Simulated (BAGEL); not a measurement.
# CH4GeO (SMILES C[O][GeH]): HF/3-21G (density fitting with qzvpp-jkfit)

What is the vertical electron affinity of CH4GeO at HF/3-21G (density fitting with qzvpp-jkfit)? 

The calculation is run with BAGEL 1.2.2.

30 further runs of the same task are left out: 6 that didn't finish, 24 set aside as unsound or not needed.

**1. Starting point**

CH4GeO: 7 atoms, total charge 0, spin state singlet. SMILES: `C[O][GeH]`. The shape is that of a PBE0-D4/def2-TZVP optimisation. This is one conformer, not always the lowest.

Bond lengths: C1–O2 1.407 Å, O2–Ge3 1.774 Å, C1–H4 1.094 Å, C1–H5 1.096 Å, C1–H6 1.094 Å, Ge3–H7 1.619 Å. Angles: C1–O2–Ge3 127.8°, O2–C1–H4 109.5°, O2–C1–H5 111.7°, O2–C1–H6 109.4°, O2–Ge3–H7 95.3°, H4–C1–H5 109.0°, H4–C1–H6 108.1°, H5–C1–H6 109.0°.

**2. A single-point energy at HF/3-21G (density fitting with qzvpp-jkfit)**

Contents of calc.json:

```json
{ "bagel": [

{
  "title": "molecule",
  "basis": "3-21g",
  "df_basis": "qzvpp-jkfit",
  "angstrom": "true",
  "geometry": [
    { "atom": "C", "xyz": [      -0.420700,       0.662700,      -0.094800 ] },
    { "atom": "O", "xyz": [      -0.623500,      -0.712400,      -0.309800 ] },
    { "atom": "Ge", "xyz": [       0.521900,      -2.037000,      -0.026500 ] },
    { "atom": "H", "xyz": [      -0.553400,       1.202400,      -1.037400 ] },
    { "atom": "H", "xyz": [       0.582400,       0.869000,       0.296300 ] },
    { "atom": "H", "xyz": [      -1.163900,       1.033500,       0.617600 ] },
    { "atom": "H", "xyz": [       1.718500,      -1.086300,       0.509000 ] }
  ]
},

{ "title": "hf" },

{ "title": "print", "file": "orbitals.molden", "orbitals": "true" }

]}
```

Run with:

```bash
$ BAGEL_NUM_THREADS=1 BAGEL calc.json > calc.out
```

Log:

```text
* using 1 threads per process

  ===============================================================
  ===============================================================

  *** Geometry ***

  { "atom" : "C", "xyz" : [     -0.795008,      1.252322,     -0.179146 ] },
  { "atom" : "O", "xyz" : [     -1.178244,     -1.346241,     -0.585437 ] },
  { "atom" : "Ge", "xyz" : [      0.986248,     -3.849372,     -0.050078 ] },
  { "atom" : "H", "xyz" : [     -1.045774,      2.272207,     -1.960402 ] },
  { "atom" : "H", "xyz" : [      1.100576,      1.642172,      0.559926 ] },
  { "atom" : "H", "xyz" : [     -2.199452,      1.953032,      1.167095 ] },
  { "atom" : "H", "xyz" : [      3.247494,     -2.052809,      0.961871 ] },

  Number of auxiliary basis functions:      490

  Since a DF basis is specified, we compute 2- and 3-index integrals:
    o Being stored without compression. Storage requirement is 0.009 GB

  Number of basis functions:       48
  Number of electrons      :       50

    * METHOD: MOLECULE                             0.19

  *** RHF ***

  === Nuclear Repulsion ===
   174.8041227285

      * DIIS with orbital gradients will be used.

  === RHF iteration (3-21g) ===
      0      -2179.65121330          0.02273832           0.04
      1      -2179.70493528          0.01756520           0.04
      2      -2179.75179392          0.00133965           0.04
      3      -2179.75251909          0.00024151           0.04
      4      -2179.75255130          0.00009452           0.04
      5      -2179.75255736          0.00002539           0.04
      6      -2179.75255788          0.00000722           0.04
      7      -2179.75255792          0.00000184           0.04
      8      -2179.75255792          0.00000065           0.04
      9      -2179.75255792          0.00000031           0.04
     10      -2179.75255792          0.00000007           0.04
     11      -2179.75255792          0.00000002           0.04
     12      -2179.75255792          0.00000001           0.04
    * SCF iteration converged.

    * Permanent dipole moment:
           (   -0.369653,    -0.395575,    -0.175714) a.u.

    * METHOD: HF                                   0.63

    * METHOD: PRINT                                0.01

  ===============================================================
```

Run time: 0.97 s. Hardware: 1 thread of Arm Neoverse V1, shared host.

**3. The doublet anion, same level**

Contents of job.json:

```json
{ "bagel": [

{
  "title": "molecule",
  "basis": "3-21g",
  "df_basis": "qzvpp-jkfit",
  "angstrom": true,
  "geometry": [
    { "atom": "C", "xyz": [      -0.420700,       0.662700,      -0.094800 ] },
    { "atom": "O", "xyz": [      -0.623500,      -0.712400,      -0.309800 ] },
    { "atom": "Ge", "xyz": [       0.521900,      -2.037000,      -0.026500 ] },
    { "atom": "H", "xyz": [      -0.553400,       1.202400,      -1.037400 ] },
    { "atom": "H", "xyz": [       0.582400,       0.869000,       0.296300 ] },
    { "atom": "H", "xyz": [      -1.163900,       1.033500,       0.617600 ] },
    { "atom": "H", "xyz": [       1.718500,      -1.086300,       0.509000 ] }
  ]
},

{ "title": "uhf", "charge": -1, "nopen": 1 },

{ "title": "print", "file": "orbitals.molden", "orbitals": true }

]}
```

Run with:

```bash
$ BAGEL_NUM_THREADS=1 BAGEL job.json > job.out
```

Log:

```text
* using 1 threads per process

  ===============================================================
  ===============================================================

  *** Geometry ***

  { "atom" : "C", "xyz" : [     -0.795008,      1.252322,     -0.179146 ] },
  { "atom" : "O", "xyz" : [     -1.178244,     -1.346241,     -0.585437 ] },
  { "atom" : "Ge", "xyz" : [      0.986248,     -3.849372,     -0.050078 ] },
  { "atom" : "H", "xyz" : [     -1.045774,      2.272207,     -1.960402 ] },
  { "atom" : "H", "xyz" : [      1.100576,      1.642172,      0.559926 ] },
  { "atom" : "H", "xyz" : [     -2.199452,      1.953032,      1.167095 ] },
  { "atom" : "H", "xyz" : [      3.247494,     -2.052809,      0.961871 ] },

  Number of auxiliary basis functions:      490

  Since a DF basis is specified, we compute 2- and 3-index integrals:
    o Being stored without compression. Storage requirement is 0.009 GB

  Number of basis functions:       48
  Number of electrons      :       50

    * METHOD: MOLECULE                             0.19

  *** Open-shell HF ***

  === Nuclear Repulsion ===
   174.8041227285

      * DIIS with orbital gradients will be used.

  === UHF iteration (3-21g) ===
      0      -2179.61938616          0.04762559           0.08
      1      -2179.69309414          0.03074804           0.08
      2      -2179.71703821          0.02066668           0.08
      3      -2179.73373713          0.00100582           0.08
      4      -2179.73390805          0.00031856           0.07
      5      -2179.73392894          0.00010843           0.08
      6      -2179.73393715          0.00002677           0.07
      7      -2179.73393898          0.00000620           0.07
      8      -2179.73393964          0.00000342           0.07
      9      -2179.73394007          0.00000100           0.08
     10      -2179.73394022          0.00000057           0.07
     11      -2179.73394030          0.00000032           0.07
     12      -2179.73394032          0.00000018           0.08
     13      -2179.73394033          0.00000005           0.08
     14      -2179.73394033          0.00000001           0.08
     15      -2179.73394033          0.00000001           0.08
    * SCF iteration converged.

    * S^2 (UHF) is 0.7569

    * Permanent dipole moment:
           (    0.127435,    -1.190504,    -0.075478) a.u.

    * METHOD: UHF                                  1.36

    * METHOD: PRINT                                0.01

  ===============================================================
```

It took 1.7 s on 1 thread of Arm Neoverse V1, shared host.

**4. Results**

Level: HF/3-21G (density fitting with qzvpp-jkfit).

| quantity | value |
| --- | --- |
| singlet CH4GeO: total energy | -2179.75256 Eh |
| singlet CH4GeO: dipole moment | 1.45 D |
| singlet CH4GeO: HOMO energy | -9.03 eV |
| singlet CH4GeO: LUMO energy | 1.01 eV |
| singlet CH4GeO: HOMO–LUMO gap | 10.04 eV |
| doublet anion: total energy | -2179.73394 Eh |
| doublet anion: ⟨S²⟩ | 0.757 |
| vertical electron affinity (to the doublet anion) | -0.507 eV |

What this shows: The anion lies 0.51 eV (48.9 kJ/mol) above the neutral: the electron isn't bound at this level, and such a value depends on the basis. Without diffuse functions anions come out too high. Hartree–Fock misses the correlation that binds many anions.
